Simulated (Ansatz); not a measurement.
# ZrB (sextet): from Hartree-Fock to the top rungs, def2-QZVPP

An exercise on one series of results from a longer session: the logs are not shown, and one member is left open.

Method: def2-QZVPP, core rule «outside noble gas», up to 5 orbitals frozen; program: Ansatz 0.2.0, Gaussian basis.

To be run: UHF; ROHF; CCSD(T) on UHF.

## What is computed

The geometry is a PBE0/def2-TZVP stationary point (not a proven minimum). No spin-orbit coupling is included. Elements past krypton take def2 core potentials.

2 atoms, charge 0, spin multiplicity 6.

Atoms are counted from 1 here; the program's logs count them from 0.

Bond lengths: Zr1–B2 2.147 Å.

The first run:

Input file in.yaml:

```yaml
crystal:
  periodic: [false, false, false]
  atoms:
    - {symbol: Zr, position_ang: [0.000000, 0.000000, 0.000000]}
    - {symbol: B, position_ang: [0.000000, 0.000000, 2.147200]}
basis:
  gaussian: {orbitals: "def2-QZVPP.json"}
magnetization: {spin_polarized: true, initial_magnetization: 5}
hamiltonian: {xc: hf}
output: {orbitals: {seedname: orbitals}}
```

The run is started by

```console
> ansatz run in.yaml --threads 1 --pin off --events-out ev --progress --plain --max-ram 4096MiB --backend cpu
```

Among the steps run: UHF; ROHF; CCSD(T) on UHF.

One table of the session follows, with a row left open; its other results are not shown here.

It belongs to the step «Misses and costs». 

| method | from UCCSD(T) (kJ/mol) |
| --- | --- |
| ROHF | +417.8 |
| UHF | ? |
| UMP2 | +72.1 |
| UCCSD | +27.5 |
| UCCSD(T) | 0 |

**Question.** Estimate the row for UHF.

As computed: from UCCSD(T) (kJ/mol): +404.7. In the column «from UCCSD(T) (kJ/mol)» it lies between UMP2 (+72.1) and ROHF (+417.8).
